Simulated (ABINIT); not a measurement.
B, 4 atoms in the cell. The structure is orthorhombic, space group Cmcm (No. 63). Conventional cell: a = 5.306 Å, b = 3.327 Å, c = 2.983 Å, α = 90.00°, β = 90.00°, γ = 90.00°. B (site symmetry m) is surrounded by 7 B at 1.73 to 1.90 Å. The cell was built by a generator and needn't be a form met in nature.

```yaml
Program: ABINIT 10.8.3 (patched build)
Task: single point
Functional: LDA
Potentials_or_basis: PseudoDojo NC SR LDA v0.4 stringent
Cutoff: 1034 eV
k_mesh: 7 × 7 × 7
Occupations: fermi-dirac, width 0.05 eV
Spin: no spin polarisation
```

Potentials or basis: PseudoDojo NC SR LDA v0.4 stringent.

The run is started by

```console
$ abinit run.abi > log 2>&1
```

Hardware: 1 thread of Arm Neoverse V2 (shared host).

Task: How long does it take, and how much memory?

Result: Run time: 20 s on 1 thread of Arm Neoverse V2 (shared host), peak memory 0.08 GiB. Counts: scf iterations 7, mpi ranks 1, k points 64, bands 10, plane waves 2001.
